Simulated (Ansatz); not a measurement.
Working through a ladder of methods at one geometry of BH7NPSi, SMILES NPB[SiH3]

Computed with Ansatz 0.2.0, Python API.

Run as a notebook:

**Cell 1**
```python
from pathlib import Path

import ansatz as az
import numpy as np
```

**Cell 2**
```python
BASIS = "cc-pVDZ"
```

**Cell 3**
```python
mol = (
    az.Crystal.molecule()
    .atom("N", [-0.2558, 2.2127, -0.2415])
    .atom("P", [-1.2274, 0.8139, -0.8143])
    .atom("B", [0.299, -0.3277, -0.907])
    .atom("Si", [0.6544, -1.7482, 0.3935])
    .atom("H", [0.0929, 2.0336, 0.6722])
    .atom("H", [-1.0022, 3.0379, -0.1153])
    .atom("H", [-1.609, 0.4089, 0.5229])
    .atom("H", [1.1794, -0.1419, -1.743])
    .atom("H", [0.6574, -3.0284, -0.2687])
    .atom("H", [1.8335, -1.5327, 1.1596])
    .atom("H", [-0.5568, -1.785, 1.3622])
)
```

**Cell 4**
```python
model = mol.calculation().basis(gaussian=BASIS)
```

**Cell 5**
```python
print("functional    E (Ha)        dipole (D)   HOMO (eV)  LUMO (eV)")
for name in ["b3lyp", "hse06", "pbe", "cam_b3lyp", "revpbe", "lc_wpbe"]:
    data = model.functional(name).forces().orbitals().run(runs_dir="runs").report
    lines = Path(data["orbitals_path"]).read_text().splitlines()
    field_of = lambda key: [line.split("=")[1].strip() for line in lines if line.startswith(key)]
    orbitals = [(27.211386 * float(e), s, float(n)) for e, s, n in zip(field_of("Ene="), field_of("Spin="), field_of("Occup="))]
    homo = max(e for e, _, n in orbitals if n > 0.5)
    lumo = min(e for e, _, n in orbitals if n < 0.5)
    dipole = 4.803205 * np.linalg.norm(data["charge_distribution"]["dipole_moment_e_ang"])
    print(f"{name:10s} {data['free_energy_ev'] / 27.211386246:14.6f} {dipole:9.3f} {homo:11.3f} {lumo:10.3f}")
```
Output:
```text
functional    E (Ha)        dipole (D)   HOMO (eV)  LUMO (eV)
b3lyp         -714.632737     1.197      -6.833     -2.666
hse06         -714.214518     1.282      -6.671     -2.926
pbe           -714.155777     1.376      -5.900     -3.422
cam_b3lyp     -714.544659     1.165      -8.317     -1.347
revpbe        -714.438654     1.340      -5.870     -3.336
lc_wpbe       -714.334189     1.223      -9.683     -0.267
```

Reading the output:
- Total energies depend on the basis set; only differences at equal settings carry meaning.
- The geometry is a force-field or estimated start, not a minimum of this method, and the basis set is short of its limit. A lower total doesn't mark the better method: functionals have no common bound, and MP2 and coupled cluster aren't variational.
- b3lyp holds the VWN-RPA fit, as in Gaussian; the form of ORCA and Turbomole is b3lyp5.
- Levels such as HOMO and LUMO are orbital energies: with these approximate functionals they aren't the ionisation energy and electron affinity, and their gap isn't the fundamental gap.
- For Al to Cl the sets with a tight d function, cc-pV(X+d)Z, are usual.
- hse06 follows the composition of plane-wave codes, whose totals differ by tens of mHa, up to about 0.1 Ha, from the form usual in Gaussian-basis programs (wpbeh).
- Hardware and time: 26 s on 1 thread of Arm Neoverse V2 (shared host), peak memory 0.3 GiB.
